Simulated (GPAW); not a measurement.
Runs of GPAW 26.7.0 on CsLiCr2Te2S3. It takes space group P3m1 (No. 156, trigonal). The conventional cell has a = 3.604 Å, b = 3.604 Å, c = 19.067 Å, α = 90.00°, β = 90.00°, γ = 120.00°. Cs (site symmetry 3m) is surrounded by 3 S at 3.38 Å and 6 Cs at 3.60 Å and 3 Te at 3.77 Å. Li (site symmetry 3m) is surrounded by 6 S at 2.63 to 2.66 Å. Around Cr (site symmetry 3m) lie 3 S at 2.40 Å and 3 Te at 2.74 Å. Cr (site symmetry 3m) is surrounded by 6 S at 2.43 to 2.45 Å. Around Te (site symmetry 3m) lie 6 Te at 3.60 Å and 3 Cs at 3.77 Å. Te (site symmetry 3m) has 3 Cr at 2.74 Å as nearest neighbours. S (site symmetry 3m) has 3 Cr at 2.45 Å and 3 Li at 2.63 Å as nearest neighbours. S (site symmetry 3m) is surrounded by 3 Cr at 2.40 Å and 3 Li at 2.66 Å. The cell was built by a generator and needn't be a form met in nature.

| task | level | potentials or basis | spin | U | cell | k mesh | band path | band points | optimizer | fmax | max steps | gap on the mesh (eV) | pressure (GPa) | moment (μB) | largest force (eV/Å) |
| --- | --- | --- | --- | --- | --- | --- | --- | --- | --- | --- | --- | --- | --- | --- | --- |
| single point | PBE | GPAW PAW data sets (gpaw-data 1.2.1), pw | off | - | as given | 6 × 6 × 1 | - | - | - | - | - | none | -3.7 | - | (a) |
| band structure | PBEsol | PAW data sets generated in the run's folder for this functional, pw | collinear, ferromagnetic start | - | as given | 6 × 6 × 1 | GMKGALHA,LM,KH | 100 | - | - | - | - | (b) | 5.66 | 0.39 |
| band structure | PBE | GPAW PAW data sets (gpaw-data 1.2.1), pw | collinear, ferromagnetic start | - | as given | 9 × 9 × 2 | GMKGALHA,LM,KH | 100 | - | - | - | - | 0.1 | 5.65 | 0.10 |
| relaxation of cell and atoms | PBE | GPAW PAW data sets (gpaw-data 1.2.1), pw | collinear, ferromagnetic start | - | relaxed | 6 × 6 × 1 | - | - | LBFGS | 0.02 eV/Å | 60 | none | 0.0 | 5.66 | 0.02 |
| band structure | PBE+U | GPAW PAW data sets (gpaw-data 1.2.1), pw | collinear, ferromagnetic start | Cr d U = 4 eV | as given | 6 × 6 × 1 | GMKGALHA,LM,KH | 60 | - | - | - | - | 3.1 | 6.02 | 0.99 |
| density of states | PBE | GPAW PAW data sets (gpaw-data 1.2.1), pw | collinear, ferromagnetic start | - | as given | 6 × 6 × 1 | - | - | - | - | - | none | 0.1 | 5.68 | 0.13 |
| single point | PBE | GPAW PAW data sets (gpaw-data 1.2.1), pw | collinear, ferromagnetic start | - | as given | 6 × 6 × 1 | - | - | - | - | - | none | 0.1 | 5.68 | 0.13 |
| single point | PBE | GPAW PAW data sets (gpaw-data 1.2.1), pw | collinear, ferromagnetic start | - | as given | 9 × 9 × 2 | - | - | - | - | - | none | 0.1 | 5.65 | 0.10 |
| band structure | PBE | GPAW PAW data sets (gpaw-data 1.2.1), pw | collinear, ferromagnetic start, SOC | - | as given | 9 × 9 × 2 | GMKGALHA,LM,KH | 100 | - | - | - | - | 0.1 | 5.65 | 0.10 |
| band structure | PBE | GPAW PAW data sets (gpaw-data 1.2.1), pw | collinear, ferromagnetic start | - | as given | 6 × 6 × 1 | GMKGALHA,LM,KH | 60 | - | - | - | - | 0.1 | 5.68 | 0.13 |

Alike in all rows: cutoff (eV) 800; smearing fermi-dirac 0.05 eV.

**Question.** Estimate the missing entries.

**Answer.** (a) 0.55; (b) -2.7.

Caveats: spin-orbit coupling is left out, which moves the levels of the heavy elements (some runs); each step starts from the last one's moments, so a moment once lost doesn't come back (some runs); later steps reuse the first step's grids (some runs); spin-orbit coupling was added after a scalar SCF, so levels and gaps hold it while energy, forces, pressure and moments don't (some runs); this program's spin-orbit splittings come out too wide for heavy elements (some runs).

A k mesh can miss the band edges, and rows without SOC leave out spin-orbit coupling on Cs, Te.

A gap of «none» marks a metal or a gap under the smearing width.
